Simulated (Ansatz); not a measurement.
H₄NSeSi, SMILES N[SiH2][Se], a search for lower mean-field states

Computed with Ansatz's Python interface.

Input file `h4nsesi.xyz`:
```text
7

N    -1.05620    0.45640   -0.31490
Si    0.54090   -0.29960   -0.03650
Se    2.15760    1.30870   -0.06070
H    -1.22910    1.09920    0.48990
H    -1.76570   -0.30710   -0.24830
H     0.81000   -1.28070   -1.09820
H     0.54260   -0.97700    1.26870
```

Notebook, run cell by cell (the value of a cell's last expression is shown):

**Cell 1**
```python
import ansatz as az
import numpy as np
```

**Cell 2**
```python
params = {
    "basis_set": "def2-SVP",
    "functional": "HF",
}
```

**Cell 3**
```python
geometry = az.Crystal.molecule_from_extxyz("h4nsesi.xyz")
symbols = [site.symbol for site in geometry.cartesian_sites]
```

**Cell 4**
```python
start = np.array([site.position_ang for site in geometry.cartesian_sites])
for factor in [1.0, 1.5]:
    xyz = (start - start.mean(axis=0)) * factor
    scaled = az.Crystal.molecule()
    for symbol, place in zip(symbols, xyz):
        scaled = scaled.atom(symbol, place.tolist())
    model = (
        scaled.calculation()
        .basis(gaussian=params["basis_set"])
        .functional(params["functional"])
        .spin("collinear", total=1)
    )
    for search in ("off", "standard"):
        try:
            r = model.scf(lower_state_search=search).run(threads=1).report
        except az.AnsatzError as error:
            print(f"x{factor} search {search}: {type(error).__name__}")
            continue
        state = r["mean_field"]["state"]
        print(f"all distances x{factor}, search {search:8s} E = {r['free_energy_ev']:.5f} eV  <S^2> = {abs(state['spin_squared']):.3f}  other states met: {len(r['mean_field']['others'])}")
```
Output:
```text
all distances x1.0, search off      E = -74699.48535 eV  <S^2> = 0.758  other states met: 0
all distances x1.0, search standard E = -74699.48535 eV  <S^2> = 0.758  other states met: 2
all distances x1.5, search off      E = -74686.69705 eV  <S^2> = 3.700  other states met: 0
all distances x1.5, search standard E = -74686.97901 eV  <S^2> = 3.522  other states met: 10
```

Notes:
- Total energies depend on the basis set; only differences at equal settings carry meaning.
- The count of other states can hold repeated and symmetry-equivalent ends of the search; scaling all distances is a test, and for more than two atoms no physical path.
- The geometry comes from a force field and isn't relaxed at this level.
- The run takes the species as open-shell (spin multiplicity 2), which needn't be its ground state.
- The expectation value of S² is noticeably off S(S+1) in at least one run, so that state is spin-contaminated.
- It ran for 42 s on 1 thread of AMD EPYC 9B14 (Zen 4), on a shared host, peak memory 0.33 GiB.
